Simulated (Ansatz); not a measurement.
# WC, space group Fm-3m: a convergence test of the k-point mesh

Program: the Python package of Ansatz (0.2.0).

At the Python prompt:
```pycon
>>> import ansatz as az
>>> from pymatgen.core import Lattice, Structure
>>> from pymatgen.io.ase import AseAtomsAdaptor
>>> from tabulate import tabulate
>>> XC = 'LDA'
>>> FILLING = 'Methfessel-Paxton'
>>> TOLERANCE = 1e-10
>>> pmg_structure = Structure(
...     Lattice([[0.0, 2.192684, 2.192684], [2.192684, 0.0, 2.192684], [2.192684, 2.192684, 0.0]]),
...     ['W', 'C'],
...     [
...         [0.0, 0.0, 0.0],
...         [0.5, 0.5, 0.5],
...     ],
... )
>>> system = az.Crystal.from_ase(AseAtomsAdaptor.get_atoms(pmg_structure))
>>> len(system.resolved().sites)
2
>>> base = (
...     system.calculation()
...     .functional(XC)
...     .occupations(FILLING)
...     .scf(tolerance=TOLERANCE)
...     .forces()
...     .stress()
... )
>>> rows = []
>>> for value in [(3, 3, 3), (4, 4, 4), (5, 5, 5), (7, 7, 7), (9, 9, 9), (11, 11, 11)]:
...     summary = base.kpoints(mesh=value).run(threads=1, backend='cpu').report
...     rows.append((value, summary['free_energy_ev'] / len(summary['lattice']['sites']), summary['n_iterations'], sum(summary['stress_gpa'][i][i] for i in range(3)) / 3, max(abs(f) for row in summary['forces_ev_ang'] for f in row), summary['n_kpoints']))
...
DeckWarning: basis.ecutwfc = 420 eV, auto-derived from the records' recommended cutoffs: set by W (normal level)
>>> print(tabulate(rows, headers=['mesh', 'F/atom (eV)', 'iterations', 'P (GPa)', 'max component (eV/A)', 'k-points'], floatfmt='.4f', tablefmt='grid'))
+--------------+---------------+--------------+-----------+------------------------+------------+
| mesh         |   F/atom (eV) |   iterations |   P (GPa) |   max component (eV/A) |   k-points |
+==============+===============+==============+===========+========================+============+
| (3, 3, 3)    |    -5185.8629 |            7 |   -9.2129 |                 0.0000 |          4 |
+--------------+---------------+--------------+-----------+------------------------+------------+
| (4, 4, 4)    |    -5186.2547 |            7 |  -17.2787 |                 0.0000 |          8 |
+--------------+---------------+--------------+-----------+------------------------+------------+
| (5, 5, 5)    |    -5186.2126 |            6 |  -16.5051 |                 0.0000 |         10 |
+--------------+---------------+--------------+-----------+------------------------+------------+
| (7, 7, 7)    |    -5186.2066 |            7 |  -16.3246 |                 0.0000 |         20 |
+--------------+---------------+--------------+-----------+------------------------+------------+
| (9, 9, 9)    |    -5186.1843 |            7 |  -15.5754 |                 0.0000 |         35 |
+--------------+---------------+--------------+-----------+------------------------+------------+
| (11, 11, 11) |    -5186.1879 |            7 |  -15.8903 |                 0.0000 |         56 |
+--------------+---------------+--------------+-----------+------------------------+------------+
>>> for row in rows[:-1]:
...     shift = 1000 * (row[1] - rows[-1][1])
...     print(f'{row[0]}: {shift:+.2f} meV/atom' + ('  (within 1 meV)' if abs(shift) < 1 else ''))
...
(3, 3, 3): +325.04 meV/atom
(4, 4, 4): -66.76 meV/atom
(5, 5, 5): -24.67 meV/atom
(7, 7, 7): -18.70 meV/atom
(9, 9, 9): +3.68 meV/atom
```

Forces vanish by symmetry here and test nothing. Pressure is positive in compression. Spin-orbit coupling, which matters for elements this heavy, is left out. At these settings the cell as given stands under about -16 GPa, so it isn't at this functional's equilibrium volume. This cell is a computed structure, which may not be the phase found in nature. Warnings are shown shortened and without file and line. Shifts are counted from the finest mesh, which is itself no proven limit. The whole script took 5.3 s on 1 thread of Arm Neoverse V2 (shared host), peak memory 0.41 GiB.
